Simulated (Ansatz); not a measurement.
# Si9O17: the cost of one run

Program: Ansatz 0.2.0. Level of theory: DFT PBE, scalar-relativistic, plane waves, PAW. These are calculated values, not measurements.

2 further runs of the same task are left out: 2 set aside as unsound or not needed.

## Step 1: The system as given

The structure is trigonal, space group P3_221 (No. 154). Conventional cell: a = 5.018 Å, b = 5.018 Å, c = 5.510 Å, α = 90.00°, β = 90.00°, γ = 120.00°. Around Si (site symmetry 2) lie 4 O at 1.63 Å. O (site symmetry 1) is surrounded by 2 Si at 1.63 Å.

As a file:

```cif
data_structure
_symmetry_space_group_name_H-M 'P3_221'
_symmetry_Int_Tables_number 154
_cell_length_a 5.0184
_cell_length_b 5.0184
_cell_length_c 5.5095
_cell_angle_alpha 90.000
_cell_angle_beta 90.000
_cell_angle_gamma 120.000
_cell_volume 120.17
loop_
_atom_site_label
_atom_site_type_symbol
_atom_site_symmetry_multiplicity
_atom_site_Wyckoff_symbol
_atom_site_fract_x
_atom_site_fract_y
_atom_site_fract_z
_atom_site_occupancy
Si1 Si 3 a 0.00000 0.47642 0.33333 1
O1 O 6 c 0.15837 0.74396 0.53898 1
```

It goes back to an entry of the Materials Project, which need not be the stable form.

It is the result of an earlier relaxation at this level (volume 13.35 Å³/atom; gap on the mesh: 5.68 eV).

The host's static dielectric tensor, from an earlier linear-response run, has a mean of 4.64.

The perfect supercell (rows 1 0 -1; -1 -1 -1; 0 1 -1 in vectors of this cell) was computed beforehand with the same settings: E(σ→0) = -15966.6681 eV for 27 atoms, gap 6.28 eV on its own mesh.

## Step 2: Setting up the defect

The atom at (0.345, 0.186, 0.930) of the supercell is taken out. A small random displacement (spread 0.05 Å) lets the symmetry of the site break. Its neighbours are 2 Si at 1.63 Å.

## Step 3: Relaxing the defect, charge 0

input.yaml

```yaml
crystal:
  lattice:
    - [5.0184321386, 0.0, -5.5095000335]
    - [-2.5092160693, -4.3460897192, -5.5095000335]
    - [-2.5092160693, 4.3460897192, -5.5095000335]
  atoms:
    - { symbol: Si, position: [0.063415249, 0.063415249, 0.5398361687] }
    - { symbol: Si, position: [0.7300819156, 0.7300819156, 0.2065028354] }
    - { symbol: Si, position: [0.3957647201, 0.4028850098, 0.8850024397] }
    - { symbol: Si, position: [0.5078596934, 0.9842806132, 0.5078596934] }
    - { symbol: Si, position: [0.1745263601, 0.6509472798, 0.1745263601] }
    - { symbol: Si, position: [0.8411930268, 0.3176139465, 0.8411930268] }
    - { symbol: Si, position: [0.4352939391, 0.9596971584, 0.9463312302] }
    - { symbol: Si, position: [0.0953917243, 0.6189708045, 0.6189708045] }
    - { symbol: Si, position: [0.7620583909, 0.2856374712, 0.2856374712] }
    - { symbol: O, position: [0.0112638801, 0.8528935833, 0.5968585748] }
    - { symbol: O, position: [0.6779305468, 0.5195602499, 0.2635252415] }
    - { symbol: O, position: [0.4857474637, 0.900152769, 0.7417824722] }
    - { symbol: O, position: [0.1524141304, 0.5668194357, 0.4084491388] }
    - { symbol: O, position: [0.8190807971, 0.2334861023, 0.0751158055] }
    - { symbol: O, position: [0.6306713611, 0.3746363526, 0.7890416579] }
    - { symbol: O, position: [0.2973380277, 0.0413030193, 0.4557083246] }
    - { symbol: O, position: [0.9640046944, 0.707969686, 0.1223749912] }
    - { symbol: O, position: [0.5928087435, 0.1784034382, 0.4344384467] }
    - { symbol: O, position: [0.2594754102, 0.8450701049, 0.1011051133] }
    - { symbol: O, position: [0.9261420768, 0.5117367716, 0.76777178] }
    - { symbol: O, position: [0.9899940022, 0.1483642991, 0.7339589938] }
    - { symbol: O, position: [0.6566606689, 0.8150309657, 0.4006256605] }
    - { symbol: O, position: [0.3233273356, 0.4816976324, 0.0672923271] }
    - { symbol: O, position: [0.956181216, 0.2122162245, 0.3705865213] }
    - { symbol: O, position: [0.6228478827, 0.8788828911, 0.037253188] }
    - { symbol: O, position: [0.2895145494, 0.5455495578, 0.7039198546] }
  host:
    lattice:
      - [5.0184321386, 0.0, 0.0]
      - [-2.5092160693, 4.3460897192, 0.0]
      - [0.0, 0.0, 5.5095000335]
    atoms:
      - { symbol: Si, position: [0.0, 0.4764209197, 0.3333333333] }
      - { symbol: Si, position: [0.5235790803, 0.5235790803, 0.0] }
      - { symbol: Si, position: [0.4764209197, 0.0, 0.6666666667] }
      - { symbol: O, position: [0.1583702968, 0.7439649916, 0.5389839618] }
      - { symbol: O, position: [0.5855946947, 0.8416297032, 0.8723172951] }
      - { symbol: O, position: [0.2560350084, 0.4144053053, 0.2056506284] }
      - { symbol: O, position: [0.4144053053, 0.2560350084, 0.7943493716] }
      - { symbol: O, position: [0.8416297032, 0.5855946947, 0.1276827049] }
      - { symbol: O, position: [0.7439649916, 0.1583702968, 0.4610160382] }
basis:
  ecutwfc: 420
  xc_grid: 2
kpoints:
  mp_grid: { grid: [2, 2, 2], shift: [0.5, 0.5, 0.5] }
hamiltonian:
  xc: pbe
scf:
  occupations: { method: gaussian, width: 0.01 }
output:
  forces: true
  stress: false
  eigenvalues: true
  charged_corrections:
    defect_position: [0.34459721, 0.18622692, 0.93019191]
    epsilon: [[4.5616, 0.0, 0.0], [0.0, 4.5616, 0.0], [0.0, 0.0, 4.791]]
  write_density: true
  write_potential: true
  elf: true
  volumetric_format: npy
relax:
  adjacent_minimum: "off"
  f_tol: 0.025
  max_steps: 45
```

On the command line:

```
ansatz run input.yaml --threads 4 --pin off --max-ram 10240MiB --backend cpu --events-out ev --progress --plain --runs-dir out
```

**Question.** How long does this run take on 4 threads of Intel Xeon Platinum 8488C (Sapphire Rapids), shared host, and how much memory does it need?

About 27 s, with a peak of 0.94 GiB.
